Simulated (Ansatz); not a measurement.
# BH4LiSSi: the cost of one run

All numbers below are computed with Ansatz 0.2.0 (RKS B3LYP-D4/def2-SVP).

## Step 1: Starting point

Bond lengths: Li1–S2 2.202 Å, S2–B3 1.747 Å, B3–Si4 1.961 Å, B3–H5 1.180 Å, Si4–H6 1.545 Å, Si4–H7 1.471 Å, Si4–H8 1.472 Å. Angles: Li1–S2–B3 106.7°, S2–B3–Si4 121.4°, S2–B3–H5 115.6°, Si4–B3–H5 123.0°, B3–Si4–H6 106.7°, B3–Si4–H7 118.3°, B3–Si4–H8 117.8°, H6–Si4–H7 104.2°, H6–Si4–H8 103.7°, H7–Si4–H8 104.4°.

Coordinates:

```xyz
8

Li   -1.2784    1.4739    1.8484
S     0.7533    1.8070    1.0680
B     1.0531    0.5491   -0.1063
Si   -0.2954   -0.8175   -0.5067
H     2.1119    0.5778   -0.6254
H    -1.5457   -0.4652    0.3297
H    -0.7994   -0.9182   -1.8846
H     0.0007   -2.2070   -0.1231
```

## Step 2: Relaxing end A

input.yaml

```yaml
crystal:
  periodic: [false, false, false]
  atoms:
    - { symbol: Li, position_ang: [-1.27838, 1.47394, 1.84836] }
    - { symbol: S, position_ang: [0.75332, 1.80703, 1.06805] }
    - { symbol: B, position_ang: [1.05306, 0.54906, -0.1063] }
    - { symbol: Si, position_ang: [-0.29542, -0.81745, -0.50672] }
    - { symbol: H, position_ang: [2.11189, 0.57781, -0.62538] }
    - { symbol: H, position_ang: [-1.54571, -0.46521, 0.3297] }
    - { symbol: H, position_ang: [-0.79945, -0.91815, -1.88463] }
    - { symbol: H, position_ang: [0.0007, -2.20703, -0.12308] }
basis:
  gaussian: { orbitals: def2-SVP }
hamiltonian:
  xc: b3lyp
  dispersion: d4
relax:
  f_tol: 0.015
  max_steps: 40
```

On the command line:

```sh
$ ansatz run input.yaml --threads 1 --pin off --max-ram 2048MiB --backend cpu --events-out ev --progress --plain --runs-dir out
```

Q: Estimate wall time and peak memory on 1 thread of Arm Neoverse V1, shared host.

About 43 s, with a peak of 0.15 GiB.
